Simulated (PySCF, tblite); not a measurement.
# CH₈Cl₂Ge₃: geometry, infrared bands and NMR shifts

Aim: predict the infrared bands and NMR shifts of CH₈Cl₂Ge₃ (`Cl[CH2][GeH2][Ge@H]([Cl])[GeH3]`).

Computed with tblite 0.8.0 and PySCF 2.14.0, with density-fitted response routines of our own, on a single molecule in the gas phase. Atoms count from 0, in the outputs and in this text.

**1. The molecule as given**

14 atoms, charge 0, multiplicity 1; geometry from: force field or distance geometry start.

Bonds of the start (Å): Cl0–C1 1.78, C1–Ge2 1.96, Ge2–Ge3 2.39, Ge3–Cl4 2.17, Ge3–Ge5 2.38, C1–H6 1.12, C1–H7 1.09, Ge2–H8 1.55, Ge2–H9 1.54, Ge3–H10 1.55, Ge5–H11 1.54, Ge5–H12 1.56, Ge5–H13 1.55.

**2. Relaxing the molecule with GFN2-xTB**

Job settings and geometry (Å):

```
{"job": {"kind": "relax", "xc": "GFN2-xTB", "basis": "xTB"}, "charge": 0, "multiplicity": 1}
Cl    -1.505500     2.323000     0.198200
C     -2.365400     0.809300    -0.151300
Ge    -1.208400    -0.660900     0.432000
Ge     0.751800    -0.613200    -0.930700
Cl     1.284300    -2.623400    -1.540500
Ge     2.517100     0.211200     0.436600
H     -3.266500     0.796900     0.506500
H     -2.624500     0.722800    -1.203200
H     -1.979200    -1.990500     0.258900
H     -0.789500    -0.381900     1.886100
H      0.521900     0.287400    -2.166400
H      2.157200     1.611300     0.976300
H      2.679200    -0.747100     1.663100
H      3.826800     0.254500    -0.387600
```

Started as:

```console
$ OMP_NUM_THREADS=1 python probes_run.py task.json out
```

This one command runs all jobs of the session in turn.

Standard output:

```text
step      E/eV     max force
  0    -575.42507    1.249
  1    -575.48590    0.664
  2    -575.56061    0.948
  3    -575.59975    0.711
  4    -575.62568    0.346
  5    -575.63942    0.357
  6    -575.65427    0.471
  7    -575.66689    0.374
  8    -575.68324    0.464
  9    -575.69768    0.381
 10    -575.70854    0.322
 11    -575.71348    0.182
 12    -575.71593    0.147
 13    -575.71819    0.125
 14    -575.72020    0.143
 15    -575.72172    0.116
 16    -575.72279    0.084
 17    -575.72368    0.096
 18    -575.72466    0.093
 19    -575.72583    0.134
 20    -575.72735    0.166
 21    -575.72920    0.162
 22    -575.73091    0.131
 23    -575.73200    0.092
 24    -575.73267    0.091
 25    -575.73339    0.089
 26    -575.73461    0.120
 27    -575.73655    0.164
 28    -575.73885    0.144
 29    -575.74060    0.108
 30    -575.74167    0.081
 31    -575.74260    0.101
 32    -575.74382    0.131
 33    -575.74548    0.156
 34    -575.74729    0.157
 35    -575.74886    0.124
 36    -575.74996    0.084
 37    -575.75068    0.061
 38    -575.75129    0.062
 39    -575.75184    0.063
 40    -575.75229    0.060
 41    -575.75270    0.056
 42    -575.75310    0.055
 43    -575.75350    0.060
 44    -575.75381    0.045
 45    -575.75403    0.042
 46    -575.75420    0.037
 47    -575.75440    0.039
 48    -575.75462    0.044
 49    -575.75481    0.039
 50    -575.75492    0.026
 51    -575.75501    0.033
 52    -575.75513    0.047
 53    -575.75533    0.051
 54    -575.75556    0.041
 55    -575.75572    0.026
 56    -575.75580    0.020
 57    -575.75585    0.022
 58    -575.75591    0.022
 59    -575.75599    0.028
 60    -575.75608    0.029
 61    -575.75617    0.033
 62    -575.75628    0.036
 63    -575.75645    0.040
 64    -575.75668    0.058
 65    -575.75692    0.054
 66    -575.75709    0.029
 67    -575.75719    0.024
 68    -575.75727    0.024
 69    -575.75738    0.041
 70    -575.75756    0.052
 71    -575.75780    0.054
 72    -575.75806    0.045
 73    -575.75827    0.035
 74    -575.75843    0.036
 75    -575.75864    0.043
 76    -575.75899    0.071
 77    -575.75965    0.088
 78    -575.76062    0.095
 79    -575.76167    0.079
 80    -575.76245    0.055
 81    -575.76286    0.049
 82    -575.76313    0.054
 83    -575.76340    0.051
 84    -575.76364    0.047
 85    -575.76401    0.061
 86    -575.76455    0.050
 87    -575.76502    0.053
 88    -575.76536    0.042
 89    -575.76560    0.038
 90    -575.76581    0.038
 91    -575.76615    0.046
 92    -575.76670    0.060
 93    -575.76737    0.068
 94    -575.76786    0.051
 95    -575.76807    0.022
 96    -575.76813    0.018
 97    -575.76819    0.022
 98    -575.76829    0.029
 99    -575.76846    0.035
100    -575.76867    0.045
101    -575.76883    0.040
102    -575.76891    0.021
103    -575.76895    0.011
104    -575.76898    0.012
105    -575.76900    0.011
106    -575.76902    0.012
107    -575.76904    0.013
108    -575.76908    0.018
109    -575.76915    0.023
110    -575.76922    0.028
111    -575.76927    0.023
112    -575.76931    0.014
113    -575.76934    0.024
114    -575.76940    0.032
115    -575.76950    0.035
116    -575.76962    0.029
117    -575.76975    0.027
118    -575.76983    0.020
119    -575.76989    0.019
120    -575.76994    0.018
121    -575.76999    0.019
122    -575.77005    0.020
123    -575.77013    0.028
124    -575.77026    0.037
125    -575.77046    0.052
126    -575.77078    0.066
127    -575.77117    0.064
128    -575.77155    0.041
129    -575.77182    0.033
130    -575.77196    0.032
131    -575.77205    0.024
132    -575.77211    0.025
133    -575.77216    0.026
134    -575.77224    0.020
135    -575.77235    0.024
136    -575.77246    0.030
137    -575.77267    0.034
138    -575.77291    0.031
139    -575.76988    0.229
140    -575.77302    0.021
141    -575.77309    0.019
142    -575.77276    0.105
143    -575.77328    0.021
144    -575.77340    0.021
145    -575.76962    0.249
146    -575.77354    0.022
147    -575.77366    0.023
148    -575.77230    0.188
149    -575.77412    0.026
150    -575.77448    0.034
151    -575.77288    0.204
152    -575.77528    0.047
153    -575.77582    0.058
154    -575.77529    0.231
155    -575.77769    0.075
156    -575.77877    0.086
157    -575.78138    0.233
158    -575.78437    0.110
159    -575.78721    0.093
160    -575.79085    0.167
161    -575.79357    0.094
162    -575.79771    0.113
163    -575.80137    0.188
164    -575.80726    0.169
165    -575.80903    0.179
166    -575.81080    0.097
167    -575.81185    0.063
168    -575.81267    0.069
169    -575.81327    0.079
170    -575.81395    0.059
171    -575.81469    0.040
172    -575.81494    0.037
173    -575.81533    0.034
174    -575.81555    0.032
175    -575.81586    0.038
176    -575.81608    0.027
177    -575.81626    0.031
178    -575.81644    0.033
179    -575.81670    0.050
180    -575.81709    0.073
181    -575.81770    0.086
182    -575.81851    0.072
183    -575.81922    0.096
184    -575.81796    0.160
185    -575.82029    0.071
186    -575.82064    0.034
187    -575.82111    0.032
188    -575.82170    0.143
189    -575.82234    0.052
190    -575.82259    0.034
191    -575.82277    0.054
192    -575.82292    0.042
193    -575.82326    0.029
194    -575.82338    0.029
195    -575.82356    0.028
196    -575.82368    0.029
197    -575.82383    0.029
198    -575.82399    0.037
199    -575.82418    0.038
200    -575.82440    0.054
201    -575.82468    0.036
202    -575.82507    0.064
203    -575.82572    0.083
204    -575.82676    0.070
205    -575.82793    0.113
206    -575.82708    0.225
207    -575.82999    0.085
208    -575.83104    0.078
209    -575.83280    0.128
210    -575.83380    0.093
211    -575.83473    0.069
212    -575.83391    0.206
213    -575.83678    0.078
214    -575.83761    0.060
215    -575.83562    0.216
216    -575.83933    0.037
217    -575.84010    0.051
218    -575.84027    0.109
219    -575.84162    0.026
220    -575.84189    0.023
221    -575.84216    0.031
222    -575.84223    0.019
223    -575.84235    0.033
224    -575.84247    0.026
225    -575.84267    0.035
226    -575.84290    0.029
227    -575.84305    0.027
228    -575.84322    0.025
229    -575.84342    0.024
230    -575.84361    0.037
231    -575.84374    0.026
232    -575.84385    0.029
233    -575.84393    0.020
234    -575.84399    0.017
235    -575.84408    0.016
236    -575.84413    0.013
237    -575.84416    0.012
238    -575.84417    0.010
```

Run time: 2 s. Hardware: 1 thread of Arm Neoverse V2, shared host.

Along the way: (not every step is listed)

```csv
step,energy from step 0 (eV),largest force (eV/Å)
0,0.0000,1.2487
1,-0.0608,0.6644
2,-0.1355,0.9479
3,-0.1747,0.7108
4,-0.2006,0.3464
5,-0.2143,0.3571
6,-0.2292,0.4713
7,-0.2418,0.3738
8,-0.2582,0.4643
30,-0.3166,0.0813
52,-0.3301,0.0467
74,-0.3334,0.0355
96,-0.3431,0.0181
118,-0.3448,0.0199
140,-0.3479,0.0208
162,-0.3726,0.1128
184,-0.3929,0.1599
206,-0.4020,0.2248
228,-0.4181,0.0252
233,-0.4189,0.0197
234,-0.4189,0.0168
235,-0.4190,0.0161
236,-0.4191,0.0125
237,-0.4191,0.0124
238,-0.4191,0.0097
```

Distances of close pairs at the start and the end, largest changes first:

```csv
bond,before (Å),after (Å),change (Å)
Ge5–H12,1.565,1.497,-0.068
Ge3–Cl4,2.167,2.114,-0.053
Ge2–Ge3,2.388,2.438,+0.050
Ge5–H11,1.543,1.500,-0.043
Ge5–H13,1.548,1.509,-0.039
Ge3–Ge5,2.380,2.418,+0.037
C1–Ge2,1.960,1.993,+0.033
Ge2–H9,1.539,1.510,-0.029
```

The end geometry stands in the next job.

**3. Infrared spectrum with GFN2-xTB**

Job settings and geometry (Å):

```
{"job": {"kind": "ir", "xc": "GFN2-xTB", "basis": "xTB"}, "charge": 0, "multiplicity": 1}
Cl    -0.504947     1.218570     1.696258
C     -1.828127     0.933999     0.537089
Ge    -1.565487    -0.927823    -0.122459
Ge     0.784704    -1.095198    -0.748209
Cl     1.559134    -2.951015    -0.097272
Ge     2.183115     0.734679    -0.012621
H     -2.763719     1.083953     1.070014
H     -1.741654     1.690170    -0.240186
H     -2.608841    -1.154611    -1.202250
H     -2.001427    -1.814398     1.019406
H      0.836128    -1.204816    -2.288040
H      1.635818     2.083029    -0.378423
H      2.493421     0.744451     1.451355
H      3.521203     0.658538    -0.706829
```

Standard output:

```text
mode    cm-1     km/mol
  1       9.6      0.11
  2      59.4      0.74
  3      83.1      1.73
  4      86.1      2.94
  5      94.2      3.44
  6      98.9      1.97
  7     167.6      0.75
  8     198.0      5.51
  9     234.7      0.53
 10     263.9      8.10
 11     322.7     18.32
 12     372.3     60.94
 13     396.0     33.40
 14     428.0     12.04
 15     510.2     63.32
 16     541.2    419.54
 17     590.7    121.57
 18     618.3    339.17
 19     633.0     86.19
 20     707.6     51.33
 21     744.2    118.89
 22     770.5    487.19
 23     822.1    260.75
 24     848.9    119.03
 25     876.6    101.91
 26    1063.6      7.09
 27    1145.4      1.94
 28    1411.6      5.14
 29    1665.0    534.49
 30    1843.2    405.06
 31    1895.4    238.60
 32    1945.8    449.08
 33    1985.9    610.09
 34    2032.9    436.92
 35    2976.8      5.29
 36    2985.8      4.46
```

It took 0.61 s on 1 thread of Arm Neoverse V2, shared host.

Which atoms move in the most intense modes:

```csv
cm⁻¹,km/mol,atoms
541,419.5,"H8 32 %, H10 26 %, H9 15 %, C1 11 %"
618,339.2,"H10 42 %, H8 27 %"
770,487.2,"H12 34 %, H11 31 %, H13 21 %"
1665,534.5,H10 98 %
1843,405.1,"H8 80 %, H9 18 %"
1946,449.1,"H9 80 %, H8 18 %"
1986,610.1,"H11 51 %, H13 35 %, H12 13 %"
2033,436.9,"H12 72 %, H11 26 %"
```

**4. Shielding tensors: PBE0/pcSseg-1**

Settings changed since step 3:

```diff
@@ -1,2 +1,2 @@
-{"job": {"kind": "ir", "xc": "GFN2-xTB", "basis": "xTB"}, "charge": 0, "multiplicity": 1}
+{"job": {"kind": "nmr", "xc": "PBE0", "basis": "pcSseg-1"}, "charge": 0, "multiplicity": 1}
 Cl    -0.504947     1.218570     1.696258
```

With the program's defaults for keys left out, this is: GIAO PBE0/pcSseg-1 NMR shielding, non-relativistic, gas phase.

Standard output:

```text
coarse grid: 59840 points
cycle   1  E = -7192.3985053952  dE = -1.628e+00  |g| = 1.455e+00  |ddm| = 3.728e+00
cycle   2  E = -7192.3320361218  dE =  6.647e-02  |g| = 1.467e+00  |ddm| = 1.535e+00
cycle   3  E = -7192.5269791580  dE = -1.949e-01  |g| = 1.618e-01  |ddm| = 1.046e+00
cycle   4  E = -7192.5313761786  dE = -4.397e-03  |g| = 5.744e-02  |ddm| = 2.100e-01
cycle   5  E = -7192.5321281934  dE = -7.520e-04  |g| = 7.773e-03  |ddm| = 6.022e-02
cycle   6  E = -7192.5321346391  dE = -6.446e-06  |g| = 2.595e-03  |ddm| = 7.759e-03
final grid: 116792 points
cycle   7  E = -7192.5321600612  dE =  3.798e-07  |g| = 2.907e-03  |ddm| = 5.157e-03
cycle   8  E = -7192.5321591520  dE =  9.092e-07  |g| = 3.540e-03  |ddm| = 5.886e-03
cycle   9  E = -7192.5321617192  dE = -2.567e-06  |g| = 4.069e-04  |ddm| = 3.283e-03
cycle  10  E = -7192.5321617391  dE = -1.996e-08  |g| = 3.481e-05  |ddm| = 2.550e-04
cycle  11  E = -7192.5321617394  dE = -2.474e-10  |g| = 4.814e-06  |ddm| = 3.241e-05
converged SCF energy = -7192.5321617394

GIAO shielding tensors (ppm)
atom      isotropic    diamagn.    paramagn.     s11        s22        s33       span
  0 Cl     873.684    1148.664    -274.980    793.994    824.078   1002.981    208.987
  1 C      153.301     251.694     -98.393    124.513    142.659    192.731     68.218
  2 Ge    1514.003    2753.561   -1239.558   1412.947   1510.746   1618.316    205.369
  3 Ge    1382.266    2753.464   -1371.197   1191.031   1333.329   1622.440    431.409
  4 Cl    1056.709    1147.674     -90.964    987.653   1070.966   1111.509    123.857
  5 Ge    1619.088    2754.273   -1135.185   1572.688   1609.875   1674.700    102.012
  6 H       28.312      29.175      -0.863     21.560     26.538     36.836     15.275
  7 H       28.605      30.392      -1.787     23.503     26.708     35.605     12.102
  8 H       27.118      28.165      -1.047     19.743     21.540     40.070     20.327
  9 H       27.409      28.391      -0.982     21.168     22.320     38.739     17.571
 10 H       25.606      27.385      -1.780     18.877     21.070     36.870     17.993
 11 H       27.944      28.646      -0.702     20.173     24.572     39.087     18.914
 12 H       27.908      28.655      -0.747     20.851     24.220     38.653     17.802
 13 H       27.867      27.885      -0.018     20.238     22.213     41.150     20.913
```

Wall time 55 s (1 thread of Arm Neoverse V2, shared host); peak memory 1.1 GiB.

The references, computed at this level on geometries of the same kind, shield at (ppm): 1H TMS 31.72, 13C TMS 186.9, 73Ge GeMe4 1331, 35Cl HCl 950. Their shielding less the atom's gives the shift. The references are single molecules in the gas phase. Atoms listed in one row are averaged.

```csv
atoms,environment,σ (ppm),δ (ppm)
C1,sp3 CH2 bonded to Cl and Ge,153.3,33.6
H10,"hydrogen on a germanium bonded to Cl, 2 Ge",25.61,6.11
H8,"hydrogen on a germanium bonded to C, Ge",27.12,4.60
H9,"hydrogen on a germanium bonded to C, Ge",27.41,4.31
"H11, H12, H13",hydrogen on a germanium bonded to Ge,27.91,3.81
H6,hydrogen on an sp3 CH2 bonded to Cl and Ge,28.31,3.41
H7,hydrogen on an sp3 CH2 bonded to Cl and Ge,28.61,3.11
Cl0,chlorine bonded to C,874,76
Cl4,chlorine bonded to Ge,1057,-107
Ge3,"germanium bonded to Cl, 2 Ge, H",1382,-51
Ge2,"germanium bonded to C, Ge, 2 H",1514,-183
Ge5,"germanium bonded to Ge, 3 H",1619,-288
```

The run also stored atomic charges by several schemes (e):

```csv
atoms,Mulliken,IAO,Hirshfeld,ESP fit
Cl0,-0.14,-0.08,-0.02,-0.14
C1,-0.44,-0.49,-0.12,-0.36
Ge2,0.19,0.38,0.23,0.31
Ge3,0.21,0.34,0.20,0.09
Cl4,-0.32,-0.30,-0.16,-0.18
Ge5,0.00,0.22,0.18,0.17
```

Mayer bond orders: Cl0–C1 0.93, C1–Ge2 0.87, Ge2–Ge3 0.90, Ge3–Cl4 0.94, Ge3–Ge5 0.89.

**5. Results**

| quantity | value |
| --- | --- |
| strongest single infrared mode (GFN2-xTB) | 1986 cm⁻¹, 610 km/mol |
| zero-point energy (GFN2-xTB) | 44.9 kcal/mol |
| 13C shifts against TMS (PBE0/pcSseg-1) | 33.6 ppm |
| 1H shifts against TMS (PBE0/pcSseg-1, means over atoms taken as alike) | 6.11, 4.60, 4.31, 3.81, 3.41, 3.11 ppm |
| 35Cl shifts against HCl (PBE0/pcSseg-1) | 76, -107 ppm |
| 73Ge shifts against GeMe4 (PBE0/pcSseg-1) | -51, -183, -288 ppm |

**Reading.** Relaxing lowered the energy by 0.419 eV in 238 steps; the close pair that moved most is Ge5–H12, from 1.565 to 1.497 Å. All 36 modes are real, so the xTB geometry is a minimum. The strongest single mode, at 1986 cm⁻¹, moves mainly H11 and H13. Unscaled tight-binding wavenumbers are off by several per cent, some by more. Its intensities can rank the bands wrongly. At PBE0/pcSseg-1: Shielding is most anisotropic at Ge3 (span 431 ppm, paramagnetic term -1371 ppm). Spin-orbit coupling is left out, which matters for shieldings and couplings at and beside the heavy atoms.
